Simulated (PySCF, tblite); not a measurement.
**Si₂H₄O₂ (triplet), a cluster model of a defect: EPR parameters**

Aim: the EPR parameters of `O[Si]O[SiH3]`. It is drawn as: twofold Si.

Programs: tblite 0.8.0 and PySCF 2.14.0. All values are calculated, for the isolated system unless a continuum is named. Atoms count from 0, parts from 1.

## (1) Starting point

8 atoms, charge 0, multiplicity 3; geometry: distance geometry start.

## (2) Relaxing the cluster with GFN2-xTB

What the job is given:

```
{"job": {"kind": "relax", "xc": "GFN2-xTB", "basis": "xTB"}, "charge": 0, "multiplicity": 3}
Si     0.971751    -0.510378    -2.678539
O      0.382588    -1.019222    -1.081187
Si    -0.241957     0.069120     0.161989
O      1.781341     0.156628    -4.099360
H     -0.098327     1.414364    -0.254255
H      0.459164    -0.134343     1.394067
H     -1.627424    -0.208442     0.385453
H      1.724356     1.064340    -4.422922
```

With the program's defaults for keys left out, this is: GFN2-xTB geometry optimisation, gas phase.

The run is started by

```
> OMP_NUM_THREADS=1 python cluster_run.py task.json out
```

One launch serves the whole session: the jobs run in the order shown.

**Question.** The jobs that follow are: PBE0-D3(BJ)/def2-SVP geometry optimisation, gas phase; UKS B3LYP, IGLO-III on O Si, pcH-1 on H, non-relativistic, mean-field spin-orbit, GIAO; UKS BHandHLYP, IGLO-III on O Si, pcH-1 on H, non-relativistic, mean-field spin-orbit, GIAO. Predict: point group; rotational constants (main isotopes); D, E (B3LYP); g(iso) (B3LYP); ⟨S²⟩; largest a(iso).

**Answer**, as computed:

```
                            quantity                    value
                         point group                       C1
rotational constants (main isotopes)    18.02, 1.97, 1.88 GHz
                        D, E (B3LYP)        0.155, 0.020 cm⁻¹
                      g(iso) (B3LYP)                  2.00038
                                ⟨S²⟩       2.002 (exact 2.00)
                      largest a(iso)  29Si on Si0, -815.6 MHz
```

**Reading.** Relaxing lowered the energy by 0.205 eV in 11 steps; the close pair that moved most is Si2–H6, from 1.436 to 1.492 Å (PBE0/def2-SVP). Si0 carries the largest spin population, 1.82 e. The isotropic g lies 1.9 ppt below the free-electron value. The coupling of 29Si on Si0 runs from -855.7 (BHandHLYP/IGLO-III+pcH-1) to -815.6 MHz (B3LYP/IGLO-III+pcH-1). The triplet was assumed; the singlet may lie lower.
